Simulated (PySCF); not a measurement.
# C5H13AsSi: the cost of one run

Programs: PySCF 2.14.0, with routines of our own; each step states its level. All values are computed. Atoms count from 0.

## 1. The system as given

20 atoms, charge 0, multiplicity 1; geometry from: GFN2-xTB.

## 2. Magnetic properties: GIAO HF/pcSseg-1

Job settings and geometry (Å):

```
{"job": {"kind": "mag", "xc": "HF", "basis": "pcSseg-1", "isotopologues": 2}, "charge": 0, "multiplicity": 1}
C     -0.736052     0.673803     1.224319
C     -0.511393    -0.137381    -0.050848
C     -1.797159    -0.910674    -0.368671
C      0.648447    -1.116081     0.150800
Si     2.300446    -0.157012     0.154669
As     1.618534     1.622271    -1.182158
C     -0.189037     0.792294    -1.228761
H     -0.973980     0.015166     2.057531
H      0.156139     1.242698     1.485332
H     -1.562364     1.371037     1.092636
H     -2.634033    -0.227426    -0.503719
H     -1.681979    -1.493159    -1.281385
H     -2.041646    -1.593285     0.443313
H      0.658477    -1.828681    -0.677823
H      0.494926    -1.694296     1.061207
H      3.355170    -0.997515    -0.433839
H      2.714717     0.151342     1.532843
H      1.358494     2.522413     0.003289
H     -0.957694     1.566543    -1.323240
H     -0.225162     0.208624    -2.158531
```

With the program's defaults for keys left out, this is: GIAO HF/pcSseg-1 magnetisability, rotational g tensor and spin-rotation constants, non-relativistic, gas phase.

On the command line:

```
OMP_NUM_THREADS=1 python excited_run.py task.json out
```

One launch serves the whole session: the jobs run in the order shown.

**Question.** How long does this first job take on 1 thread of Intel Xeon Platinum 8488C, shared host, and how much memory does it need?

About 30 s, with a peak of 1 GiB.
